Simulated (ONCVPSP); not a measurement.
# Pseudopotential generation for In: ONCV, PBEsol

Task: generate the file, and judge it by its errors in other configurations, its logarithmic derivatives, its ghosts and its cutoff.

Program: ONCVPSP 4.0.1. Reference atom: PBEsol, scalar-relativistic, spherical and spin-unpolarised. All values are calculated.

## (1) The atom and the settings

The settings as typed:

```json
{
  "element": "indium (In, Z = 49)",
  "type": "optimised norm-conserving Vanderbilt (ONCV)",
  "frozen core": "[Ar] 3d10",
  "valence charge": "21",
  "reference configuration": "4s2 4p6 4d10 5s2 5p1",
  "partial waves": "4s+5s: rc 1.20 bohr, ncon 5, nbas 8, qcut 8.3 1/bohr, 2 projectors; 4p+5p: rc 1.50 bohr, ncon 3, nbas 7, qcut 9.4 1/bohr, 2 projectors; 4d: rc 1.65 bohr, ncon 4, nbas 8, qcut 8.4 1/bohr, 2 projectors, debl 1.4 Ha",
  "local potential": "polynomial inside 1.05 bohr (lpopt 4, dvloc0 -1 Ha)",
  "core correction": "Teter function, fcfact 5.75, rcfact 1.3"
}
```

The outer shells as boxes (Hund's rule for the drawing; the calculation is spin-unpolarised):

```
[Ar] core
3d [↑↓][↑↓][↑↓][↑↓][↑↓]
4s [↑↓]
4p [↑↓][↑↓][↑↓]
4d [↑↓][↑↓][↑↓][↑↓][↑↓]
5s [↑↓]
5p [↑ ][  ][  ]
```

## (2) Generation

Contents of In.dat:

```
# ATOM AND REFERENCE CONFIGURATION
# atsym  z   nc   nv     iexc    psfile
  In 49.00    6    5  -116133      upf
#
#   n    l    f
    1    0    2.00
    2    0    2.00
    2    1    6.00
    3    0    2.00
    3    1    6.00
    3    2   10.00
    4    0    2.00
    4    1    6.00
    4    2   10.00
    5    0    2.00
    5    1    1.00
#
# PSEUDOPOTENTIAL AND OPTIMIZATION
# lmax
    2
#
#   l,   rc,      ep,       ncon, nbas, qcut
    0    1.20    0.00    5    8    8.30
    1    1.50    0.00    3    7    9.40
    2    1.65    0.00    4    8    8.40
#
# LOCAL POTENTIAL
# lloc, lpopt,  rc(5),   dvloc0
    4    4    1.05   -1.00
#
# VANDERBILT-KLEINMAN-BYLANDER PROJECTORs
# l, nproj, debl
    0    2    0.30
    1    2    0.60
    2    2    1.40
#
# MODEL CORE CHARGE
# icmod, fcfact, rcfact
    3    5.75    1.30
#
# LOG DERIVATIVE ANALYSIS
# epsh1, epsh2, depsh
   -6.00    5.00    0.04
#
# OUTPUT GRID
# rlmax, drl
    6.00    0.01
#
# TEST CONFIGURATIONS
# ncnf
    4
# nvcnf
#   n    l    f
    5
    4    0    2.00
    4    1    6.00
    4    2   10.00
    5    0    2.00
    5    1    0.00
#
    5
    4    0    2.00
    4    1    6.00
    4    2   10.00
    5    0    1.00
    5    1    0.00
#
    5
    4    0    2.00
    4    1    6.00
    4    2   10.00
    5    0    0.00
    5    1    0.00
#
    5
    4    0    2.00
    4    1    6.00
    4    2    9.00
    5    0    0.00
    5    1    0.00
#
```

Started as:

```bash
$ oncvpsp.x < In.dat > In.out
```

Q: Predict the outcome of this session. Wanted: cutoffs for 1 and 0.1 mHa per electron, occupied waves; bound ghosts; GHOST(+) flags; largest test error; largest phase difference near zero energy, channels read; rms error of d²Exc/dn², without and with the model core.

As calculated:

| quantity | value |
| --- | --- |
| cutoffs for 1 and 0.1 mHa per electron, occupied waves | 87 Ha and 115 Ha |
| bound ghosts | d at -1481.02 eV |
| GHOST(+) flags | s at 481 eV |
| largest test error (AE − PS) | -4.2 meV, for 4s2 4p6 4d10 5s1 5p0 (2 tests unsolved) |
| largest phase difference near zero energy, channels read | 0.000 rad |
| rms error of d²Exc/dn², without and with the model core | 2.14 and 0.40 mHa |

**Reading.** A bound ghost (d) makes it unfit for use: electrons can fall into a state that the atom doesn't have. The worst unpolarised test, 4s2 4p6 4d10 5s1 5p0, is off by 4.2 meV on 24.6 eV; by total energies transferability rates as very good where solved. Atomic tests can pass in spite of a ghost, since they solve only for the levels asked. Of the tests 2 gave no usable energy difference, which is a warning in itself. It counts as very hard, with 87 Ha needed at the looser tolerance. At the looser tolerance the 4s wave is the slowest; 5s needs 34 Ha. Near zero energy the phases of the channels with partial waves agree within 0.001 rad. The program also flags highly localised states, GHOST(+) (s).
